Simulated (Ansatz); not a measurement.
# SiGeS (singlet): from Hartree-Fock to the top rungs, cc-pVDZ

An exercise on one series of results from a longer session: the logs are not shown, and one member is left open.

The runs use Ansatz 0.2.0, Gaussian basis; cc-pVDZ, core rule «outside noble gas», up to 24 orbitals frozen.

The runs, in order: UHF; CCSD(T) on RHF; CCSD(T) on UHF; BCCD(T) on RHF; CISD; CCSDT(Q) on RHF; CCSDT(Q) on UHF; CASSCF and MRCISD+Q, 12 electrons in 11 orbitals; CASSCF and NEVPT2, 12 electrons in 11 orbitals.

26 further runs of the same task are left out: 2 for a known fault of the program, 12 that didn't finish, 12 set aside as unsound or not needed.

## The system

The geometry is a PBE0/def2-TZVP stationary point (not a proven minimum) of the parent state, kept for this charge and spin. No spin-orbit coupling is included. The filled d shell of Ge may be among the frozen orbitals whatever the setting's name suggests; the logs give the count.

3 atoms, charge 0, spin multiplicity 1.

Atoms are counted from 1 here; the program's logs count them from 0.

Bond lengths: Ge1–Si2 2.313 Å, Si2–S3 1.935 Å. Angles: Ge1–Si2–S3 180.0°.

Coordinates:

```xyz
3
charge 0, multiplicity 1
Ge    0.00000    0.00000    2.18693
Si    0.00000    0.00000   -0.12597
S     0.00000    0.00000   -2.06097
```

Set-up of the first run:

in.yaml

```yaml
crystal:
  periodic: [false, false, false]
  atoms:
    - {symbol: Ge, position_ang: [0.000000, 0.000000, 2.186933]}
    - {symbol: Si, position_ang: [0.000000, 0.000000, -0.125967]}
    - {symbol: S, position_ang: [0.000000, 0.000000, -2.060967]}
basis:
  gaussian: {orbitals: cc-pVDZ}
magnetization: {spin_polarized: true, initial_magnetization: 0}
hamiltonian: {xc: hf}
output: {orbitals: {seedname: orbitals}}
```

Launch:

```sh
ansatz run in.yaml --threads 1 --pin off --events-out ev --progress --plain --max-ram 2393MiB
```

Steps of the session up to this table: UHF; CCSD(T) on RHF; CCSD(T) on UHF; BCCD(T) on RHF; CISD; CCSDT(Q) on RHF; CCSDT(Q) on UHF; CASSCF and MRCISD+Q, 12 electrons in 11 orbitals; CASSCF and NEVPT2, 12 electrons in 11 orbitals.

One of the session's tables, all rows but one given; the rest of the session is left out.

It belongs to the step «Misses and costs». 

| method | from RCCSDT(Q) (meV) |
| --- | --- |
| RHF | +9075.0 |
| UHF | +8206.0 |
| RMP2 | +1556.4 |
| UMP2 | +1045.1 |
| CISD | +1737.1 |
| RCCSD | +642.5 |
| UCCSD | +169.0 |
| RCCSD(T) | +182.1 |
| UCCSD(T) | -285.3 |
| BCCD(T) | +179.9 |
| RCCSDT | +98.2 |
| UCCSDT | -454.4 |
| RCCSDT(Q) | 0 |
| UCCSDT(Q) | ? |
| CASSCF valence | +6226.8 |
| NEVPT2 valence | +1356.9 |
| MRCISD valence | +777.5 |
| MRCISD+Q valence | +170.7 |

**Question.** Estimate the row for UCCSDT(Q).

The run gave: from RCCSDT(Q) (meV): -571.4. In the column «from RCCSDT(Q) (meV)» it is the lowest.

The program flags UCCSD(T), UCCSDT(Q) as in doubt (see the logs), so those rows may rest on another solution; read them beside their warnings.

Caveats from the session: The determinant is far from a pure spin state, so its energy mixes those of several spin states (harmless only where they are near-degenerate, as at dissociation). The program flags UCCSD(T), UCCSDT(Q) as in doubt, so those rows may rest on another solution; read them beside their warnings. Warnings: restricted reference is unstable; spin contamination; large T1 diagnostic. Restricted and unrestricted rows rest on different reference determinants; where their highest levels disagree by more than a few hundredths of an eV, they describe different states and don't form one ladder.
